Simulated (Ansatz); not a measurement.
Below is the output of a Python script on the Ansatz DFT code, driven from Python that makes a geometry optimisation of C₂H₆O₂Se, SMILES CC(O)(O)[SeH]. Write a script that gives it. Settings: Hartree-Fock, def2-SVP basis, multiplicity 1.

```xyz
11

C    -0.9498    0.0458    0.4157
C     0.4778   -0.1696    0.0905
O     1.0930   -0.6632    1.2205
O     1.1878    1.0307   -0.3240
Se    0.6339   -1.5263   -1.3331
H    -1.0936    0.8815    1.1927
H    -1.5054    0.4470   -0.4993
H    -1.4424   -0.8268    0.7540
H     1.1618    0.0890    1.9419
H     0.6849    1.3081   -1.1435
H    -0.1826   -0.6731   -2.2947
```

```console
$ python run_opt.py
reference energy    -71520.071247 eV
total energy        -71520.071247 eV
occupied (up, down): [34, 34]  virtual: [84, 84]  frozen: 0
bond        before    after (A)
C0-C1        1.4799   1.5133
C0-H5        1.1501   1.0910
C0-H6        1.1432   1.0899
C0-H7        1.0576   1.0870
C1-O2        1.3780   1.3619
C1-O3        1.4549   1.3769
C1-Se4       1.9727   2.0223
O2-H8        1.0445   0.9474
O3-H9        1.0007   0.9442
Se4-H10      1.5229   1.4574
angle C1-C0-H5: 107.89 deg
angle C1-C0-H6: 110.95 deg
angle C1-C0-H7: 110.50 deg
angle H5-C0-H6: 109.24 deg
angle H5-C0-H7: 109.45 deg
angle H6-C0-H7: 108.80 deg
angle C0-C1-O2: 108.69 deg
angle C0-C1-O3: 112.36 deg
```

The script that was run (others could print the same):

The script, `run_opt.py`:
```python
'''Relax the C2H6O2Se molecule.'''

import warnings

import ansatz as az
import numpy as np


def main() -> None:
    warnings.simplefilter('ignore', az.DeckWarning)

    geometry = (
        az.Crystal.molecule()
        .atom('C', [-0.9498, 0.0458, 0.4157])
        .atom('C', [0.4778, -0.1696, 0.0905])
        .atom('O', [1.093, -0.6632, 1.2205])
        .atom('O', [1.1878, 1.0307, -0.324])
        .atom('Se', [0.6339, -1.5263, -1.3331])
        .atom('H', [-1.0936, 0.8815, 1.1927])
        .atom('H', [-1.5054, 0.447, -0.4993])
        .atom('H', [-1.4424, -0.8268, 0.754])
        .atom('H', [1.1618, 0.089, 1.9419])
        .atom('H', [0.6849, 1.3081, -1.1435])
        .atom('H', [-0.1826, -0.6731, -2.2947])
    )

    base = (
        geometry.calculation()
        .basis(gaussian='def2-SVP')
        .functional('hf')
        .accuracy('medium')
    )
    symbols = [site.symbol for site in geometry.cartesian_sites]
    start = np.array([site.position_ang for site in geometry.cartesian_sites], dtype=float)
    data = base.relax(force_tolerance=0.005).run(threads=1, pin='off').report
    end = np.array(data['positions_ang'])

    print('reference energy %16.6f eV' % data['reference_energy_ev'])
    print('total energy     %16.6f eV' % data['free_energy_ev'])
    print('occupied (up, down):', data['n_occupied'], ' virtual:', data['n_virtual'], ' frozen:', data['n_frozen'])

    print('bond        before    after (A)')
    for i, j in [(0, 1), (0, 5), (0, 6), (0, 7), (1, 2), (1, 3), (1, 4), (2, 8), (3, 9), (4, 10)]:
        d0, d1 = (np.linalg.norm(xyz[i] - xyz[j]) for xyz in (start, end))
        print(f'{symbols[i]}{i}-{symbols[j]}{j}'.ljust(10), f'{d0:8.4f} {d1:8.4f}')
    for i, j, k in [(1, 0, 5), (1, 0, 6), (1, 0, 7), (5, 0, 6), (5, 0, 7), (6, 0, 7), (0, 1, 2), (0, 1, 3)]:
        u, v = end[i] - end[j], end[k] - end[j]
        print(f'angle {symbols[i]}{i}-{symbols[j]}{j}-{symbols[k]}{k}: {np.degrees(np.arccos(np.clip(u @ v / np.linalg.norm(u) / np.linalg.norm(v), -1, 1))):.2f} deg')


if __name__ == '__main__':
    main()
```

These settings explore the input space; basis and method may be short of convergence. The end point is the stationary point reached from this start; no frequency run checks that it is a minimum, and the basis set is modest. Timing: 2.6 min on 1 thread of Arm Neoverse V1, on a shared host, peak memory 0.36 GiB.

(Lines on the test bed's own set-up are left out of the output.)
